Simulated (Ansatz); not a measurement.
# BH₂IO (SMILES OBI): single points off equilibrium

The task here is to estimate one member of a computed series from the others.

Computed with Ansatz 0.2.0, Gaussian basis. Level: single points in def2-TZVPP.

Cores are frozen in the correlated methods. Filled d shells of the heavier atoms are correlated. Core potentials replace the inner electrons past krypton, and spin-orbit coupling is left out.

### The system as given

SMILES `OBI`, 5 atoms, charge 0, spin multiplicity 1.

Atoms are counted from 1 here; the program's logs count them from 0.

Bond lengths: O1–B2 1.294 Å, O1–H4 1.032 Å, B2–I3 2.292 Å, B2–H5 1.239 Å. Angles: B2–O1–H4 130.4°, O1–B2–I3 120.6°, O1–B2–H5 120.6°, I3–B2–H5 118.5°.

As a file:

```
O    -0.5012   -0.8863   -0.3082
B     0.4004   -0.1002    0.1847
I     0.0824    2.1700    0.2055
H    -1.4791   -0.6972   -0.5777
H     1.5027   -0.5449    0.5331
```

Set-up of the first run:

Contents of run/in.yaml:

```yaml
crystal:
  periodic: [false, false, false]
  atoms:
    - {symbol: O, position_ang: [-0.501200, -0.886300, -0.308200]}
    - {symbol: B, position_ang: [0.400400, -0.100200, 0.184700]}
    - {symbol: I, position_ang: [0.082400, 2.170000, 0.205500]}
    - {symbol: H, position_ang: [-1.479100, -0.697200, -0.577700]}
    - {symbol: H, position_ang: [1.502700, -0.544900, 0.533100]}
basis:
  gaussian: {orbitals: def2-TZVPP}
correlation: {method: ccsd_t}
output: {forces: true}
```

The command line of these runs was not kept.

Among the steps run: CCSD(T)/def2-TZVPP; PBE0-D4/def2-TZVPP; wB97M-V/def2-TZVPP; r2SCAN-D4/def2-TZVPP; PBE-D4/def2-TZVPP; BHLYP-D4/def2-TZVPP; BLYP-D4/def2-TZVPP.

One table of the session follows, with a row left open; its other results are not shown here.

```
   method  RMS force component (eV/Å)  angle to CCSD(T) forces (°)  dipole (D)
  CCSD(T)                       1.685                    reference        2.24
  PBE0-D4                       1.541                          5.5        2.26
  wB97M-V                       1.576                          4.3        2.33
r2SCAN-D4                       1.521                          3.6        2.31
   PBE-D4                       1.482                          3.1        2.24
 BHLYP-D4                       1.606                         12.1        2.23
  BLYP-D4                           ?                            ?           ?
```

Estimate the missing values for BLYP-D4.

As computed: RMS force component (eV/Å): 1.468; angle to CCSD(T) forces (°): 5.8; dipole (D): 2.21. In the column «RMS force component (eV/Å)» it is the lowest.
